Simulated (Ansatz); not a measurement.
# H2O2Sn, SMILES [OH][Sn][OH]: vertical and adiabatic energies of changing the electron count

Computed with Ansatz 0.2.0 through its Python package.

Script `h2o2sn.py`:
```python
"""How H2O2Sn relaxes after losing an electron."""

import ansatz as az
import numpy as np


def main() -> None:
    geometry_ang = [
        ("O", (-1.1523, 0.0572, -0.8507)),
        ("Sn", (-0.1897, -0.6185, 0.6793)),
        ("O", (1.7016, -0.1763, 0.4535)),
        ("H", (-2.067, -0.1368, -0.682)),
        ("H", (1.7572, 0.8008, 0.3585)),
    ]
    h2o2sn = az.Crystal.molecule()
    for symbol, xyz in geometry_ang:
        h2o2sn = h2o2sn.atom(symbol, xyz)

    calculation = (
        h2o2sn.calculation()
        .basis(gaussian="def2-SVP")
        .functional("pbe0")
    )
    symbols = [site.symbol for site in h2o2sn.cartesian_sites]
    start = np.array([site.position_ang for site in h2o2sn.cartesian_sites], dtype=float)
    data = calculation.relax(force_tolerance=0.01, max_steps=100).run().report
    end = np.array(data["positions_ang"])

    minimum = az.Crystal.molecule()
    for symbol, place in zip(symbols, end):
        minimum = minimum.atom(symbol, place.tolist())
    ion = (
        minimum.calculation()
        .basis(gaussian="def2-SVP")
        .functional("pbe0")
        .charge(1)
        .spin("collinear", total=1)
    )
    vertical = ion.run().report
    settled = ion.relax(force_tolerance=0.01, max_steps=80).run().report
    print(f"vertical ionisation energy   {vertical['free_energy_ev'] - data['free_energy_ev']:.3f} eV")
    print(f"adiabatic, no zero point     {settled['free_energy_ev'] - data['free_energy_ev']:.3f} eV")
    print(f"relaxation energy of the ion {vertical['free_energy_ev'] - settled['free_energy_ev']:.3f} eV")
    ionised = np.array(settled["positions_ang"])
    print("final positions (A) and the move of each atom")
    for symbol, xyz, old in zip(symbols, ionised, end):
        print(f"{symbol:2s} {xyz[0]:10.5f} {xyz[1]:10.5f} {xyz[2]:10.5f}   {np.linalg.norm(xyz - old):7.4f}")


if __name__ == "__main__":
    main()
```

```console
$ python h2o2sn.py
vertical ionisation energy   9.611 eV
adiabatic, no zero point     9.386 eV
relaxation energy of the ion 0.225 eV
final positions (A) and the move of each atom
O    -1.24135    0.14169   -0.68344    0.2754
Sn   -0.10290   -0.77962    0.64003    0.2522
O     1.69695   -0.03752    0.73076    0.1597
H    -2.16890   -0.10576   -0.85292    0.2905
H     1.86600    0.70761    0.12418    0.3947
```

What to keep in mind:
- The energies are electronic: no zero-point or thermal terms, and the basis set is short of its limit. The product may relax into another structure. The relaxation finds the nearest minimum, so the adiabatic value is an upper bound.
- def2 sets replace the cores of elements past krypton by effective core potentials.
- The whole script took 110 s on 1 thread of Arm Neoverse N1, on a shared host, peak memory 0.24 GiB.
